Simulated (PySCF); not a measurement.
**C4H10AlO−: electronic excitations**

What electronic excitations should C4H10AlO− (`CO/C=[CH]\[AlH2-][CH3]`) show?

The runs use PySCF 2.14.0, with density-fitted response routines of our own; the level of theory stands in each step. All values are computed, except where a source is named. Atoms count from 0, in the outputs and in this text.

### Step 1. Starting geometry

16 atoms, charge -1, multiplicity 1; geometry from: GFN2-xTB.

Bonds of the start (Å): C0–O1 1.40, O1–C2 1.38, C2–C3 1.33, C3–Al4 2.05, Al4–C5 2.04, C0–H6 1.10, C0–H7 1.10, C0–H8 1.09, C2–H9 1.09, C3–H10 1.10, Al4–H11 1.63, Al4–H12 1.63, C5–H13 1.10, C5–H14 1.10, C5–H15 1.10.

### Step 2. Excited states and response: wB97X-D/def2-SVPD

Job settings and geometry (Å):

```
{"job": {"kind": "uv", "xc": "wB97X-D", "basis": "def2-SVPD", "nstates": 8, "ntriplets": 3}, "charge": -1, "multiplicity": 1}
C     -2.136277    -0.716086     0.877752
O     -2.630639     0.380196     0.164994
C     -1.649148     1.150426    -0.427735
C     -0.336799     0.937863    -0.390199
Al     0.899914    -0.496877     0.391646
C      2.790996     0.088013    -0.090298
H     -1.473883    -0.392840     1.688486
H     -1.534008    -1.368826     0.235450
H     -2.999055    -1.252927     1.275274
H     -2.153077     1.977801    -0.937335
H      0.200796     1.715902    -0.951624
H      0.790146    -0.639250     2.010507
H      0.611848    -1.974691    -0.238198
H      3.217538     0.812941     0.618307
H      3.490233    -0.760441    -0.085891
H      2.903817     0.547740    -1.082615
```

Level: TDDFT wB97X-D/def2-SVPD, vertical, gas phase, core orbitals frozen in the response.

Run with:

```sh
> OMP_NUM_THREADS=1 python probes_run.py task.json out
```

The driver reads the jobs from task.json and runs them one after another.

Predict these results of the whole session: lowest singlet (wB97X-D/def2-SVPD); brightest single state of those computed; lowest triplet.

The runs gave:

```
                                quantity                        value
      lowest singlet (wB97X-D/def2-SVPD)  5.40 eV (230 nm), f = 0.001
brightest single state of those computed  state 4, 6.12 eV, f = 0.133
                          lowest triplet                      4.31 eV
```

In words: The lowest singlet, at 5.40 eV, is HOMO→LUMO 0.79 and is weak; of the 8 states computed, the strongest absorption comes from state 4 at 6.12 eV. The lowest triplet lies 1.09 eV below the lowest singlet (triplets in Tamm-Dancoff, singlets in full TDDFT). The lowest singlet lies above −ε(HOMO); no detachment energy was computed, so the anion's states may not be bound.
